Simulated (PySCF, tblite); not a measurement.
**C8H7N+ (doublet): geometry, infrared bands and EPR parameters**

Wanted: the infrared bands and EPR parameters of C8H7N+ (doublet) (`N#CC[C+]1[CH][C@@H]2[C@@H]3[C@H]1[C@H]23`), by calculation.

The runs use tblite 0.8.0 and PySCF 2.14.0, with density-fitted response routines of our own; the level of theory stands in each step. All values are computed, except where a source is named. Atoms are numbered from 0 throughout.

## 1. Starting geometry

16 atoms, charge 1, multiplicity 2; geometry from: force field or distance geometry start.

Bonds of the start (Å): N0–C1 1.17, C1–C2 1.45, C2–C3 1.49, C3–C4 1.45, C4–C5 1.47, C5–C6 1.52, C6–C7 1.52, C7–C8 1.51, C7–C3 1.47, C8–C5 1.52, C8–C6 1.50, C2–H9 1.10, C2–H10 1.09, C4–H11 1.08, C5–H12 1.08, C6–H13 1.07, C7–H14 1.08, C8–H15 1.09.

## 2. Optimising the geometry with GFN2-xTB

The job: settings as JSON, then the geometry in Å.

```
{"job": {"kind": "relax", "xc": "GFN2-xTB", "basis": "xTB"}, "charge": 1, "multiplicity": 2}
N      3.793800     0.326400     0.708600
C      2.899900    -0.029700     0.035200
C      1.816700    -0.494700    -0.815700
C      0.499400    -0.339000    -0.142400
C     -0.553700    -1.333000    -0.086700
C     -1.761600    -0.537400     0.182400
C     -1.616100     0.837900    -0.446300
C     -0.203000     0.929000     0.113200
C     -1.384000     0.665600     1.024500
H      1.796500     0.087400    -1.744700
H      1.974000    -1.539300    -1.099400
H     -0.514600    -2.373400    -0.374400
H     -2.724500    -1.010200     0.294300
H     -2.343300     1.598300    -0.627500
H      0.318900     1.871100     0.148300
H     -2.006200     1.349900     1.593100
```

Started as:

```bash
OMP_NUM_THREADS=1 python probes_run.py task.json out
```

One launch serves the whole session: the jobs run in the order shown.

Standard output:

```text
step      E/eV     max force
  0    -624.90964    4.443
  1    -624.53525   16.533
  2    -625.19537    1.447
  3    -625.28758    1.179
  4    -625.44137    1.283
  5    -625.57338    1.078
  6    -625.65377    0.712
  7    -625.74604    0.757
  8    -625.82590    0.869
  9    -625.87253    0.654
 10    -625.89350    0.391
 11    -625.90279    0.478
 12    -625.91124    0.355
 13    -625.91938    0.192
 14    -625.92346    0.144
 15    -625.92638    0.126
 16    -625.92812    0.120
 17    -625.92964    0.097
 18    -625.93109    0.116
 19    -625.93269    0.124
 20    -625.93454    0.105
 21    -625.93666    0.116
 22    -625.93887    0.132
 23    -625.94108    0.157
 24    -625.94358    0.152
 25    -625.94695    0.142
 26    -625.95139    0.180
 27    -625.95610    0.189
 28    -625.96020    0.147
 29    -625.96353    0.130
 30    -625.96628    0.141
 31    -625.96889    0.134
 32    -625.97096    0.125
 33    -625.97234    0.093
 34    -625.97332    0.077
 35    -625.97394    0.118
 36    -625.97440    0.123
 37    -625.97460    0.051
 38    -625.97469    0.026
 39    -625.97473    0.018
 40    -625.97479    0.021
 41    -625.97483    0.018
 42    -625.97486    0.012
 43    -625.97488    0.009
```

It took 0.23 s on 1 thread of Arm Neoverse V2, shared host.

Step by step: (not every step is listed) (the energy doesn't fall at every step)

```
step  energy from step 0 (eV)  largest force (eV/Å)
   0                   0.0000                4.4433
   1                   0.3744               16.5334
   2                  -0.2857                1.4471
   3                  -0.3779                1.1790
   4                  -0.5317                1.2832
   5                  -0.6637                1.0775
   6                  -0.7441                0.7119
   7                  -0.8364                0.7570
   8                  -0.9163                0.8695
  11                  -0.9932                0.4776
  14                  -1.0138                0.1443
  17                  -1.0200                0.0970
  20                  -1.0249                0.1053
  23                  -1.0314                0.1566
  26                  -1.0417                0.1802
  29                  -1.0539                0.1300
  32                  -1.0613                0.1250
  35                  -1.0643                0.1183
  38                  -1.0651                0.0258
  39                  -1.0651                0.0181
  40                  -1.0652                0.0214
  41                  -1.0652                0.0179
  42                  -1.0652                0.0124
  43                  -1.0652                0.0095
```

Close pairs (by a distance rule), those that changed most:

```csv
bond,before (Å),after (Å),change (Å)
C6–C8,1.499,1.418,-0.081
C3–C4,1.449,1.384,-0.065
N0–C1,1.174,1.137,-0.037
C5–C8,1.516,1.548,+0.032
C4–C5,1.471,1.441,-0.030
C5–C6,1.519,1.540,+0.021
C7–C8,1.515,1.535,+0.020
C8–H15,1.086,1.069,-0.017
```

The end geometry stands in the next job.

## 3. Harmonic vibrations with GFN2-xTB

The job: settings as JSON, then the geometry in Å.

```
{"job": {"kind": "ir", "xc": "GFN2-xTB", "basis": "xTB"}, "charge": 1, "multiplicity": 2}
N      3.406852     0.401224     0.960368
C      2.703486     0.007150     0.158281
C      1.786868    -0.517853    -0.842219
C      0.396070    -0.308132    -0.411114
C     -0.607501    -1.244901    -0.232698
C     -1.774462    -0.523263     0.209094
C     -1.700234     0.916743    -0.332862
C     -0.200393     0.976047    -0.043928
C     -1.286412     0.709769     1.007893
H      1.995277     0.046014    -1.762650
H      2.010786    -1.575051    -1.010750
H     -0.550033    -2.307703    -0.386866
H     -2.719951    -0.992729     0.423207
H     -2.370678     1.496797    -0.930224
H      0.342257     1.907653    -0.063134
H     -1.439533     1.017182     2.019978
```

Standard output:

```text
mode    cm-1     km/mol
  1      27.8      4.01
  2      81.7      3.41
  3     184.3     16.10
  4     291.1     19.87
  5     301.4      3.61
  6     363.5      3.31
  7     432.4      3.83
  8     551.6      0.93
  9     652.4      1.77
 10     715.8      3.58
 11     742.6      1.06
 12     782.1     10.10
 13     785.7     27.27
 14     807.5      8.54
 15     832.5     29.74
 16     838.1      7.14
 17     878.7     29.99
 18     882.0     13.13
 19     921.4    125.38
 20     942.8      1.72
 21     982.0      1.25
 22     998.3     28.29
 23    1006.4      1.71
 24    1040.1     15.90
 25    1058.0      7.22
 26    1073.1      6.63
 27    1156.9     32.19
 28    1183.8     22.78
 29    1225.0     18.47
 30    1265.4     57.38
 31    1314.5     20.75
 32    1356.9     26.47
 33    1460.3     12.16
 34    1502.6     22.10
 35    2427.6    143.91
 36    2900.5     24.07
 37    2978.0      6.72
 38    3118.4      0.28
 39    3127.7      1.15
 40    3139.6     19.38
 41    3152.0     30.00
 42    3168.8     69.19
```

Wall time 0.41 s (1 thread of Arm Neoverse V2, shared host).

The strongest bands and the atoms that carry them (share of the mass-weighted mode):

| cm⁻¹ | km/mol | atoms |
| --- | --- | --- |
| 832 | 29.7 | H11 19 %, C8 18 %, H13 16 %, C4 15 % |
| 879 | 30.0 | H15 27 %, C2 19 %, H9 17 %, H10 10 % |
| 921 | 125.4 | C5 34 %, C7 25 % |
| 1157 | 32.2 | H14 39 %, H12 21 % |
| 1265 | 57.4 | C4 31 %, C5 27 %, C2 12 % |
| 2428 | 143.9 | C1 59 %, N0 40 % |
| 3152 | 30.0 | H13 53 %, H15 39 % |
| 3169 | 69.2 | H15 52 %, H13 37 % |

## 4. g tensor and hyperfine couplings: B3LYP/pcH-1

Settings changed since step 3:

```diff
@@ -1,2 +1,2 @@
-{"job": {"kind": "ir", "xc": "GFN2-xTB", "basis": "xTB"}, "charge": 1, "multiplicity": 2}
+{"job": {"kind": "epr", "basis": "pcH-1"}, "charge": 1, "multiplicity": 2}
 N      3.406852     0.401224     0.960368
```

Method: UKS B3LYP, pcH-1 on C H N, non-relativistic, mean-field spin-orbit, GIAO.

Standard output:

```text
UKS, coarse grid
  cycle   1  E = -363.32909193  |g| = 3.55e-01
  cycle   2  E = -362.43483299  |g| = 1.20e+00
  cycle   3  E = -363.38256911  |g| = 1.48e-01
  cycle   4  E = -363.39168885  |g| = 8.54e-02
  cycle   5  E = -363.39463399  |g| = 3.31e-02
  cycle   6  E = -363.39508035  |g| = 1.80e-02
  cycle   7  E = -363.39524311  |g| = 5.85e-03
  cycle   8  E = -363.39526077  |g| = 2.19e-03
  cycle   9  E = -363.39526420  |g| = 7.36e-04
UKS, final grid
  cycle   1  E = -363.39527418  |g| = 1.28e-03
  cycle   2  E = -363.39527131  |g| = 2.95e-03
  cycle   3  E = -363.39527503  |g| = 3.49e-04
  cycle   4  E = -363.39527510  |g| = 1.34e-04
  cycle   5  E = -363.39527515  |g| = 9.44e-05
  cycle   6  E = -363.39527516  |g| = 2.09e-05
E = -363.39527516 Eh   <S^2> = 0.7530 (exact 0.7500)
g shifts (ppm)      1          2          3
  rmc          -161       -161       -161
  gc            -11         40         57
  oz_so        -747        -26       2228
  total        -918       -148       2124
hyperfine (MHz)  atom isotope    a_iso     a_fc   dipolar eigenvalues
    0   14N      -0.11      -0.11     -0.64     -0.32      0.96
    1   13C      25.22      25.22     -2.13     -1.70      3.83
    2   13C     -12.15     -12.15     -1.82      0.47      1.35
    3   13C      18.20      18.20    -32.31    -29.83     62.13
    4   13C      18.77      18.77    -33.65    -31.62     65.27
    5   13C     -12.27     -12.27     -6.95     -5.02     11.98
    6   13C      87.50      87.50    -11.35    -10.93     22.29
    7   13C     -12.61     -12.61     -4.22     -2.22      6.44
    8   13C      92.06      92.06    -14.28    -13.77     28.06
    9    1H      60.44      60.44     -3.38     -2.16      5.54
   10    1H       0.71       0.71     -2.96     -2.86      5.82
   11    1H     -28.80     -28.80    -16.76     -3.31     20.07
   12    1H      -5.19      -5.19     -3.98     -3.29      7.27
   13    1H      98.22      98.22     -5.56     -3.34      8.90
   14    1H      -3.42      -3.42     -3.07     -2.76      5.83
   15    1H      88.93      88.93     -6.77     -3.37     10.14
```

Wall time 76 s (1 thread of Arm Neoverse V2, shared host); peak memory 1.1 GiB.

Principal g values 2.00140, 2.00217, 2.00444; g(iso) = 2.00267, against 2.00232 for a free electron.

Mean a(iso) over the nuclei that a row names, and the largest dipolar term of the row (other rows stand at the frozen geometry):

| nuclei | isotope | a(iso) (MHz) | a(iso) (G, at g = 2.0023) | largest dipolar term (MHz) |
| --- | --- | --- | --- | --- |
| H13, H15 | 1H | 93.6 | 33.4 | 10.1 |
| C6, C8 | 13C | 89.8 | 32.0 | 28.1 |
| H9, H10 | 1H | 30.6 | 10.9 | 5.8 |
| H11 | 1H | -28.8 | -10.3 | 20.1 |
| C1 | 13C | 25.2 | 9.0 | 3.8 |
| C4 | 13C | 18.8 | 6.7 | 65.3 |
| C3 | 13C | 18.2 | 6.5 | 62.1 |
| C7 | 13C | -12.6 | -4.5 | 6.4 |
| C5 | 13C | -12.3 | -4.4 | 12.0 |
| C2 | 13C | -12.2 | -4.3 | -1.8 |
| H12 | 1H | -5.2 | -1.9 | 7.3 |
| H14 | 1H | -3.4 | -1.2 | 5.8 |
| N0 | 14N | -0.1 | 0.0 | 1.0 |

Mulliken spin populations:

N0 0.00; C1 0.02; C2 -0.03; C3 0.36; C4 0.38; C5 0.01; C6 0.08; C7 -0.01; C8 0.11; H9 0.02; H10 0.00; H11 -0.02; H12 0.00; H13 0.04; H14 0.00; H15 0.03

In first order the couplings over 0.8 MHz of 1H give 66 distinct lines over 102.0 G, if the averaged nuclei exchange fast.

Orbitals, density, ELF and potential are computed afterwards from the orbital file.

ELF in a plane through or near 6 of the atoms.

Values, 10 rows by 14 columns:
```
0.00 0.00 0.00 0.00 0.00 0.00 0.00 0.00 0.00 0.00 0.00 0.00 0.00 0.00
0.00 0.00 0.00 0.00 0.00 0.00 0.00 0.00 0.00 0.00 0.00 0.00 0.00 0.00
0.00 0.00 0.06 0.16 0.09 0.00 0.03 0.04 0.00 0.01 0.00 0.00 0.00 0.00
0.00 0.05 0.54 0.63 0.52 0.07 0.20 0.46 0.18 0.41 0.12 0.01 0.00 0.00
0.00 0.07 0.45 0.66 0.20 0.26 0.32 0.68 0.56 0.53 0.25 0.01 0.00 0.00
0.00 0.01 0.20 0.44 0.75 0.46 0.48 0.47 0.47 0.40 0.41 0.07 0.00 0.00
0.00 0.00 0.00 0.40 0.95 0.32 0.34 0.26 0.87 0.83 1.00 0.96 0.00 0.00
0.00 0.00 0.00 0.33 0.85 0.02 0.81 1.00 0.56 0.05 0.68 0.17 0.00 0.00
0.00 0.00 0.00 0.00 0.00 0.00 0.36 0.95 0.19 0.00 0.00 0.00 0.00 0.00
0.00 0.00 0.00 0.00 0.00 0.00 0.00 0.00 0.00 0.00 0.00 0.00 0.00 0.00
```
The map spans 11.5 Å across and 9.9 Å up, centred on the molecule. Atoms in the plane (x, y in Å): C1 (-2.6, 0.6), C4 (0.4, -1.3), C5 (1.7, -0.7), C8 (1.5, 0.8), H11 (0.2, -2.3), H12 (2.6, -1.2).

log10 of the density (e/Å³) in the same plane.

Ten even steps from '0' (-4.0) to '9' (1.2):
```
0000000000000000000000000000
0000000000000000000000000000
0000000000000000000000000000
0000122211001111111000000000
0002333332222333222211000000
0023455554334454444432100000
0134566665445565565543210000
0134677776545677777654310000
0134578997656777898754320000
0124567887666777787654320000
0023456777777776788765421000
0012345667667777899776431000
0001235566656799777876531000
0000134555446787666655420000
0000023344345787644443210000
0000001122234565432221000000
0000000000123444321100000000
0000000000001121100000000000
0000000000000000000000000000
0000000000000000000000000000
```
The map spans 11.5 Å across and 9.9 Å up, centred on the molecule. Atoms in the plane (x, y in Å): C1 (-2.6, 0.6), C4 (0.4, -1.3), C5 (1.7, -0.7), C8 (1.5, 0.8), H11 (0.2, -2.3), H12 (2.6, -1.2).

On the surface of density 0.002 e/bohr³ the electrostatic potential runs, from the 1st to the 99th percentile, from 1.07 V near N0 to 5.80 V near H11.

The spin density lies nearest to C3, C4 about 28 % each; C8 10 %; C6 8 %.

## 5. Results

| quantity | value |
| --- | --- |
| strongest single infrared mode (GFN2-xTB) | 2428 cm⁻¹, 144 km/mol |
| zero-point energy (GFN2-xTB) | 75.3 kcal/mol |
| g(iso) (B3LYP) | 2.00267 |
| ⟨S²⟩ | 0.753 (exact 0.75) |
| largest a(iso) (averaged by class) | 1H on H13, H15, 93.6 MHz |

In words: Relaxing lowered the energy by 1.065 eV in 43 steps; the close pair that moved most is C6–C8, from 1.499 to 1.418 Å. All 42 modes are real, so the xTB geometry is a minimum. The strongest single mode, at 2428 cm⁻¹, moves mainly C1 and N0. GFN2-xTB is a fitted tight-binding method: band positions and strengths are rough. Its intensities can rank the bands wrongly. The largest spin populations lie on C4 (0.38 e), C3 (0.36 e). The isotropic g lies 0.4 ppt above the free-electron value.
